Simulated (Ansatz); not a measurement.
# AlBClH4N: the cost of one run

All numbers below are computed with Ansatz 0.2.0 (RKS revPBE-D4/6-31G).

## (1) The starting structure

Bond lengths: N1–B2 1.384 Å, B2–Al3 2.079 Å, Al3–Cl4 2.043 Å, N1–H5 1.010 Å, N1–H6 1.011 Å, B2–H7 1.181 Å, Al3–H8 1.568 Å. Angles: N1–B2–Al3 112.9°, N1–B2–H7 116.3°, Al3–B2–H7 130.9°, B2–N1–H5 125.4°, B2–N1–H6 122.7°, H5–N1–H6 111.9°, B2–Al3–Cl4 120.6°, B2–Al3–H8 128.2°, Cl4–Al3–H8 111.2°.

Coordinates:

```xyz
8

N    -0.1071    1.3723    0.3110
B     0.8041    0.3620    0.0564
Al   -0.1042   -1.4683   -0.3267
Cl   -2.1392   -1.6440   -0.3062
H     0.1273    2.3314    0.5216
H    -1.1066    1.2217    0.3039
H     1.9444    0.6655    0.0938
H     0.5813   -2.8406   -0.6538
```

## (2) Relaxing end A

The input, input.yaml:

```yaml
crystal:
  periodic: [false, false, false]
  atoms:
    - { symbol: "N", position_ang: [-0.10708, 1.37229, 0.31104] }
    - { symbol: B, position_ang: [0.80414, 0.36196, 0.05636] }
    - { symbol: Al, position_ang: [-0.10424, -1.46831, -0.32675] }
    - { symbol: Cl, position_ang: [-2.13922, -1.64398, -0.3062] }
    - { symbol: H, position_ang: [0.12727, 2.33145, 0.52158] }
    - { symbol: H, position_ang: [-1.10658, 1.22172, 0.30389] }
    - { symbol: H, position_ang: [1.94444, 0.66549, 0.09384] }
    - { symbol: H, position_ang: [0.58127, -2.84064, -0.65376] }
basis:
  gaussian: { orbitals: "6-31G" }
hamiltonian:
  xc: revpbe
  dispersion: d4
relax:
  f_tol: 0.015
  max_steps: 40
```

The run is started by

```
$ ansatz run input.yaml --threads 1 --pin off --max-ram 2048MiB --backend cpu --events-out ev --progress --plain --runs-dir out
```

**Question.** How long does this run take on 1 thread of Arm Neoverse N1, shared host, and how much memory does it need?

About 37 s, with a peak of 0.15 GiB.
